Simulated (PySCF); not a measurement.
# Br4Ti ([TiBr4]-): the cost of one run

Programs: PySCF 2.14.0, with routines of our own; each step states its level. All values are computed. Atoms count from 0.

## Step 1: The system as given

5 atoms, charge -1, states of the metal's open shell are computed; geometry from: model start, shaken.

## Step 2: Relaxing the molecule at PBE0-D3(BJ)/def2-SVP

Job settings and geometry (Å):

```
{"job": {"xc": "PBE0", "basis": "def2-SVP", "d3": "d3bj", "grid": 1, "maxiter": 45, "kind": "geom"}, "charge": -1, "metal": "Ti", "open_shell": "d1"}
Ti     0.000020     0.004480    -0.004110
Br     1.378060     1.384590     1.376540
Br    -1.390510    -1.371310     1.384030
Br    -1.400720     1.398760    -1.386060
Br     1.393000    -1.405370    -1.391850
```

On the command line:

```
> OMP_NUM_THREADS=1 python lf_run.py task.json out
```

This one command runs all jobs of the session in turn.

**Question.** How long does this first job take on 1 thread of Arm Neoverse V1, shared host, and how much memory does it need?

About 3.8 min, with a peak of 1.1 GiB.
